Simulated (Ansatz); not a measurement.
# HfN: the cost of one run

Program: Ansatz 0.2.0. Level of theory: DFT PBE, scalar-relativistic, plane waves, PAW. These are calculated values, not measurements.

1 further run of the same task is left out (set aside as unsound or not needed).

### Step 1. The structure to begin with

It takes space group Fm-3m (No. 225, cubic). The conventional cell has a = 4.548 Å, b = 4.548 Å, c = 4.548 Å, α = 90.00°, β = 90.00°, γ = 90.00°. Hf (site symmetry m-3m) has 6 N at 2.27 Å as nearest neighbours. N (site symmetry m-3m) is surrounded by 6 Hf at 2.27 Å.

As a file:

```
Hf N
1.0
     0.00000    2.27390    2.27390
     2.27390    0.00000    2.27390
     2.27390    2.27390    0.00000
Hf N
1 1
Direct
  0.00000 0.00000 0.00000
  0.50000 0.50000 0.50000
```

It is the result of an earlier relaxation at this level (volume 11.76 Å³/atom; gap on the mesh: none (metal)).

### Step 2. Zero of the scan

Input file input.yaml:

```yaml
crystal:
  lattice:
    - [0.0, 2.2738965622, 2.2738965622]
    - [2.2738965622, 0.0, 2.2738965622]
    - [2.2738965622, 2.2738965622, 0.0]
  atoms:
    - { symbol: Hf, position: [0.0, 0.0, 0.0] }
    - { symbol: "N", position: [0.5, 0.5, 0.5] }
basis:
  ecutwfc: 420
kpoints:
  mp_grid: { grid: [12, 12, 12] }
hamiltonian:
  xc: pbe
scf:
  occupations: { method: gaussian, width: 0.15 }
output:
  forces: true
  stress: true
  eigenvalues: true
  write_density: true
  write_potential: true
  elf: true
  volumetric_format: npy
```

Launch:

```console
ansatz run input.yaml --threads 1 --pin off --max-ram 2560MiB --backend cpu --events-out ev --progress --plain --runs-dir out
```

**Question.** How long does this run take on 1 thread of Intel Xeon Platinum 8488C (Sapphire Rapids), shared host, and how much memory does it need?

About 4 s, with a peak of 0.35 GiB.
